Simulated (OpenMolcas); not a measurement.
**Ag⁴⁺ among point charges: CASSCF and CASPT2 levels and susceptibility**

Aim: the splitting of the states of Ag⁴⁺ in the field of 5 point charges, its lowest levels with spin-orbit coupling and its magnetic susceptibility.

Method: state-averaged CASSCF and CASPT2, spin-orbit coupling by RASSI with atomic mean-field integrals. Code: OpenMolcas 26.06.

## 1. The atom as given

| Property | Result |
| --- | --- |
| Species | Ag⁴⁺ (silver, Z = 47, 43 electrons) |
| Basis | ANO-RCC-VDZP [6s5p3d1f], 43 functions |
| Scalar Hamiltonian | DKH2, point nucleus |
| Inactive shells | 1s 2s 2p 3s 3p 3d 4s 4p |
| Active space | 7 electrons in 5 orbitals (4d) |
| Some configurations of this space | 4d⁷ |
| Orbitals | optimised for each spin and parity, averaged over all roots |

The outer shells:

4d7
```
4d [↑↓][↑↓][↑ ][↑ ][↑ ]
```

The ion sits among 5 point charges of -1.3 e arranged as a square pyramid (C4v), 1.97 Å from the ion, with the axial distance 1.911 Å.

Each step is its own input file, run in one work folder so that later steps find the files of earlier ones. Labels, J, g values, rates, χT and fits are worked out afterwards by a script from the matrices that RASSI stores.

## 2. GATEWAY and SEWARD: basis and integrals

a.inp reads:

```
&GATEWAY
Coord
1

Ag 0.0 0.0 0.0
Basis=ANO-RCC-VDZP
Group=NoSym
NoMove
AngMom=0.0 0.0 0.0
AMFI
XField
5 Angstrom 0
1.970000 0.000000 0.000000 -1.300000
0.000000 1.970000 0.000000 -1.300000
-1.970000 0.000000 0.000000 -1.300000
0.000000 -1.970000 0.000000 -1.300000
0.000000 0.000000 1.910900 -1.300000
&SEWARD
```

On the command line:

```
OMP_NUM_THREADS=1 MOLCAS_MEM=1689 MOLCAS_PROJECT=a pymolcas a.inp > a.log
```

## 3. Reference wave functions, quartets, 10 roots

a.inp reads:

```
&RASSCF
FileOrb=start.orb
Symmetry=1
Spin=4
nActEl=7 0 0
Inactive=18
Ras2=5
CIRoot=10 10 1
SDav=10
CIMx=300
Iter=120 100
PrWF=0.3
OrbListing=Nothing
MaxOrb=0
>>> COPY $Project.JobIph JOB001
```

start.orb holds the contracted functions of the basis, ordered by shell, or the orbitals of the step before.

## 4. CASSCF: doublets, 40 roots

a.inp reads:

```
&RASSCF
FileOrb=start.orb
Symmetry=1
Spin=2
nActEl=7 0 0
Inactive=18
Ras2=5
CIRoot=40 40 1
SDav=40
CIMx=300
Iter=120 100
PrWF=0.3
OrbListing=Nothing
MaxOrb=0
>>> COPY $Project.JobIph JOB002
```

## 5. State interaction with spin-orbit coupling

a.inp reads:

```
&RASSI
NrOfJobIphs=2 10 40
1 2 3 4 5 6 7 8 9 10
1 2 3 4 5 6 7 8 9 10 11 12 13 14 15 16 17 18 19 20 21 22 23 24 25 26 27
28 29 30 31 32 33 34 35 36 37 38 39 40
IphNames
JOB001
JOB002
EJob
SpinOrbit
DIPRint=1.0
SOCoupling=1000.0
Subsets=2
Property=9
'ANGMOM' 1 'ANGMOM' 2 'ANGMOM' 3 'MLTPL  1' 1 'MLTPL  1' 2 'MLTPL  1' 3
'AMFI' 1 'AMFI' 2 'AMFI' 3
SOProperty=3
'ANGMOM' 1 'ANGMOM' 2 'ANGMOM' 3
```

## 6. CASPT2: IPEA 0.25, imaginary shift 0.1 (closed shells correlated: 4s 4p)

a.inp reads:

```
>>> COPY JOB001 $Project.JobIph
&CASPT2
Multistate=10 1 2 3 4 5 6 7 8 9 10
NoMult
Frozen=14
IPEA=0.25
Imaginary=0.1
MaxIter=60
WThr=0.0 0.3 0.05
PrWF=0.5
NoMix
>>> COPY JOB002 $Project.JobIph
&CASPT2
Multistate=40 1 2 3 4 5 6 7 8 9 10 11 12 13 14 15 16 17 18 19 20 21 22
23 24 25 26 27 28 29 30 31 32 33 34 35 36 37 38 39 40
NoMult
Frozen=14
IPEA=0.25
Imaginary=0.1
MaxIter=60
WThr=0.0 0.3 0.05
PrWF=0.5
NoMix
```

(Steps that only read results are left out.)

Before running it: what results should come out? Wanted: spin-free ground state; first state of the same spin within the active space; lowest level; next level.

As calculated:

| quantity | value |
| --- | --- |
| method | SS-CASPT2, IPEA 0.25, imaginary shift 0.1 (closed shells correlated: 4s 4p) |
| spin-free ground state | quartet, 1-fold in its orbital part |
| first state of the same spin within the active space | quartet at 1530 cm⁻¹ |
| lowest level | 2-fold, g = 1.61, 6.46, 6.46 |
| next level | 608.9 cm⁻¹ |
| χT at 300 K | 4.12 cm³ K/mol |
| effective moment at 300 K | 5.74 μB |

Cost by method:

```csv
method,time of its own steps,time with the reference
A. CASSCF,10 s,10 s
"B. SS-CASPT2, IPEA 0.25, imaginary shift 0.1, +4s 4p",4.8 s,15 s
```

Times are of one thread on a shared host.

In words: The spin-free ground state (quartet) comes to 97 % from free-ion F terms and keeps the highest spin of the shell. χT at 300 K is 4.12, against 1.88 cm³ K/mol for the spin alone, so orbital moment adds to it. An active space of the d shell alone favours high spin; real ions in strong fields can be low spin. The field of point charges can differ much from that of real complexes. With metal d orbitals alone active, the gaps between spin states are rough; where two lie within a few thousand cm-1, their order is open. Point charges carry no covalency, so the field is a model and not that of real ligands.
